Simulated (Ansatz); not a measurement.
Runs of Ansatz 0.2.0 on PtSe. Symmetry: Fm-3m, No. 225, cubic system. Conventional cell: a = 5.597 Å, b = 5.597 Å, c = 5.597 Å, α = 90.00°, β = 90.00°, γ = 90.00°. Pt (site symmetry m-3m) is surrounded by 6 Se at 2.80 Å. Se (site symmetry m-3m) has 6 Pt at 2.80 Å as nearest neighbours. The cell comes from a database or a generator and needn't be the stable form of this composition.

| task | level | spin | cell | gap on the mesh (eV) | pressure (GPa) | relaxed volume (Å³/atom) |
| --- | --- | --- | --- | --- | --- | --- |
| single point | PBE0 | SOC, no magnetisation | as given | none | (b) | - |
| relaxation of cell and atoms | PBEsol0 | off | relaxed | none | 0.0 | 17.82 |
| relaxation of cell and atoms | PBE0 | off | relaxed | none | 0.0 | (a) |
| single point | PBEsol0 | off | as given | none | -19.2 | - |
| single point | PBE0 | off | as given | none | -16.0 | - |

Alike in all rows: potentials or basis Ansatz PAW; k mesh 4 × 4 × 4; cutoff (eV) 420; smearing fermi-dirac 0.05 eV; the mesh is coarse, so values aren't converged.

Task: Estimate the missing entries.

Result: (a) 18.35; (b) -17.1.

Caveats: all runs use coarse meshes; the PAW data sets come from PBE, with cores solved anew for the run's functional, which leaves a small shift of forces and pressure; so large a pressure means that the cell lies far from this level's equilibrium, or that cutoff or potentials fall short (some runs); the thresholds are loose for stress (some runs); the volume moved by over 15 % at a fixed basis, so the end points are rough (some runs); the plane-wave basis is chosen anew once the cell has moved, so the energies of steps on either side of that aren't comparable (some runs).

A k mesh can miss the band edges, and rows without SOC leave out spin-orbit coupling on Pt, Se.

A gap of «none» marks a metal or a gap under the smearing width.
